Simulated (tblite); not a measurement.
# C7H11NSi: the cost of one run

Programs: tblite 0.8.0 and PySCF 2.14.0, with density-fitted response routines of our own. Each step states its level of theory. These are calculated values for one molecule in the gas phase, unless marked as measured. Atoms are numbered from 0 throughout.

### 1 The molecule as given

20 atoms, charge 0, multiplicity 1; geometry from: force field or distance geometry start.

Bonds of the start (Å): C0–C1 1.20, C1–C2 1.47, C2–C3 1.50, C3–N4 1.45, N4–C5 1.43, N4–Si6 1.80, Si6–C7 1.87, C7–C8 1.31, C7–C2 1.51, C0–H9 1.07, C2–H10 1.11, C3–H11 1.11, C3–H12 1.11, C5–H13 1.13, C5–H14 1.10, C5–H15 1.12, Si6–H16 1.48, Si6–H17 1.45, C8–H18 1.11, C8–H19 1.08.

### 2 Relaxing the molecule with GFN2-xTB

What the job is given:

```
{"job": {"kind": "relax", "xc": "GFN2-xTB", "basis": "xTB"}, "charge": 0, "multiplicity": 1}
C     -1.260500     3.178400    -0.517600
C     -0.787700     2.105900    -0.256500
C     -0.216100     0.800300     0.085200
C      0.835500     0.431200    -0.916100
N      1.253000    -0.932000    -0.657000
C      2.347200    -1.047200     0.254500
Si    -0.216200    -1.837000    -0.136300
C     -1.250800    -0.293200     0.057000
C     -2.557200    -0.220100     0.136300
H     -1.692600     4.129800    -0.731600
H      0.198800     0.761700     1.118000
H      0.539000     0.579600    -1.970400
H      1.699300     1.091400    -0.711200
H      3.160700    -0.355100    -0.108300
H      2.122100    -0.741800     1.289900
H      2.814900    -2.064100     0.259600
H     -0.031300    -2.460700     1.189100
H     -0.723400    -2.744500    -1.149500
H     -3.082900     0.745800     0.249000
H     -3.156800    -1.117900     0.103200
```

Launch:

```sh
$ OMP_NUM_THREADS=1 python probes_run.py task.json out
```

One launch serves the whole session: the jobs run in the order shown.

Q: Estimate the wall time of this first job on 1 thread of Arm Neoverse N1, shared host.

About 1.6 s.
